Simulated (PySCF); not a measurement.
Molecule: BOH3, in a box.

```
B O H
1.0
    11.00000    0.00000    0.00000
     0.00000   12.00000    0.00000
     0.00000    0.00000   12.00000
B O H
1 1 3
Direct
  0.47814 0.45959 0.51115
  0.53633 0.55580 0.53375
  0.42417 0.41686 0.58641
  0.48141 0.41991 0.41925
  0.57820 0.58664 0.47062
```

Base run:

- Program: PySCF 2.14.0
- Functional: PBEsol0
- Potentials or basis: 6-31g* (all-electron)
- k mesh: 1 × 1 × 1
- Occupations: fixed
- Spin: no spin polarisation

Its results: gap between the frontier levels 8.74 eV.

Problem. The run is repeated on the same cell with these changes: functional from PBEsol0 to PBE. What comes out?

Solution. Gap between the frontier levels 6.18 eV.

PBEsol0 gives the wider gap, since exact exchange removes part of the self-interaction.

Caveats: this is a molecule in a periodic box at the Γ point, so its band gap is the HOMO-LUMO gap; the basis of atomic orbitals isn't converged, which shifts pressures, moduli and gaps.

